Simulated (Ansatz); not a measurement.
Task: a projected density of states of Ge, space group I4_1/amd, with Ansatz 0.2.0, Python API. Give the script and its output. Level of theory: PBEsol, PAW, the default cutoff (420 eV here), 12×12×12 k-points, Fermi-Dirac smearing of 0.05 eV.

```
Ge
1.0
    -2.57449    2.57449    1.39741
     2.57449   -2.57449    1.39741
     2.57449    2.57449   -1.39741
Ge
2
Direct
  0.25000 0.75000 0.50000
  0.50000 0.50000 0.00000
```

`pdos_ge.py`:
```python
# -*- coding: utf-8 -*-
"""Which atoms and shells make the states of Ge."""

import ansatz as az
import numpy as np

SETTINGS = {
    "functional": "pbesol",
    "occupations": "fermi_dirac",
    "width_ev": 0.05,
    "n_empty": 10,
}


def main():
    structure = (
        az.Lattice.from_parameters(5.148979, 5.148979, 2.794825, alpha=90, beta=90, gamma=90)
        .space_group(141, hermann_mauguin="I41/amd", origin_choice=1)
        .atom("Ge", [0.0, 0.5, 0.75])
        .primitive()
    )

    calculation = (
        structure.calculation()
        .functional(SETTINGS["functional"])
        .kpoints(12)
        .occupations(SETTINGS["occupations"], width=SETTINGS["width_ev"])
        .scf(extra_bands=SETTINGS["n_empty"])
        .density_of_states(projected=True, energy_step=0.05)
    )
    done = calculation.run(threads=1, pin="off")
    data = done.report

    dos = done.density_of_states()
    energy = np.asarray(dos.energies_ev) - dos.fermi_ev
    curves = {}
    for site in done.projected_density_of_states().sites:
        for shell in site.shells:
            weight = sum(np.sum(curve.g_bin_mean_per_ev, axis=0) for curve in shell.curves)
            name = f"{site.species} {shell.label}"
            curves[name] = curves.get(name, 0) + weight

    print("E-EF   " + " ".join(f"{name:>8s}" for name in curves))
    for e in np.arange(-6, 4 + 0.1, 1.0):
        print(f"{e:5.1f}  " + " ".join(f"{np.interp(e, energy, g):8.3f}" for g in curves.values()))


if __name__ == "__main__":
    main()
```

Running `python pdos_ge.py` prints:
```text
DeckWarning: basis.ecutwfc = 420 eV, auto-derived from the records' recommended cutoffs: set by Ge (normal level)
E-EF      Ge 4S    Ge 4P    Ge 3D
 -6.0     0.276    0.199    0.000
 -5.0     0.148    0.245    0.000
 -4.0     0.153    0.663    0.001
 -3.0     0.141    0.654    0.001
 -2.0     0.108    0.914    0.001
 -1.0     0.096    0.722    0.001
  0.0     0.120    0.623    0.001
  1.0     0.170    0.624    0.001
  2.0     0.153    0.619    0.001
  3.0     0.156    0.723    0.001
  4.0     0.104    0.739    0.001
```
(Warnings from the package without file and line.)

Notes:
- This isn't the structure that Ge takes at ambient conditions.
- Curves are summed over the cell's atoms. Only shells that the potentials hold have channels, so projections don't add up to the total, least of all where a shell is missing (p of most metals); heights and places of peaks move with the mesh.
- The density of states is complete only as far up as bands were computed.
- Timing: 6.7 s on 1 thread of Arm Neoverse V2, with other jobs on the host, peak memory 0.44 GiB.
